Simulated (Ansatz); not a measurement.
# I (fcc type): a single-point run

Aim: a sound single-point run of I (fcc type).

Method: DFT, PBEsol, all-electron LAPW, scalar-relativistic, in Ansatz 0.2.0.

**1. The system as given**

It takes space group Fm-3m (No. 225, cubic). The conventional cell has a = 7.788 Å, b = 7.788 Å, c = 7.788 Å, α = 90.00°, β = 90.00°, γ = 90.00°.

Structure file:

```xyz
1
Lattice="0.0000 3.8938 3.8938 3.8938 0.0000 3.8938 3.8938 3.8938 0.0000" Properties=species:S:1:pos:R:3 pbc="T T T"
I     0.0000    0.0000    0.0000
```

**2. The calculation**

File input.yaml:

```yaml
crystal:
  lattice:
    - [0.0, 3.89380937, 3.89380937]
    - [3.89380937, 0.0, 3.89380937]
    - [3.89380937, 3.89380937, 0.0]
  atoms:
    - { symbol: I, position: [0.0, 0.0, 0.0] }
kpoints:
  mp_grid: { grid: [14, 14, 14] }
scf:
  occupations: { method: fermi_dirac, width: 0.05 }
  max_iter: 50
hamiltonian:
  xc: pbesol
  pseudopotentials: { kind: all_electron, lapw: { basis_error: 0.001 } }
output:
  forces: true
  stress: true
  eigenvalues: true
  populations: true
```

Run with:

```sh
ansatz run input.yaml --threads 1 --pin off --max-ram 2048MiB --backend cpu --events-out ev --progress --plain --runs-dir out
```

What happens when this is run?

The program finished normally. Convergence says nothing about whether the input makes sense.

The geometry is stretched towards separate atoms, where one determinant is a poor description. The shortest distance in the input is 5.51 Å.

Remedy: restore the intended geometry.
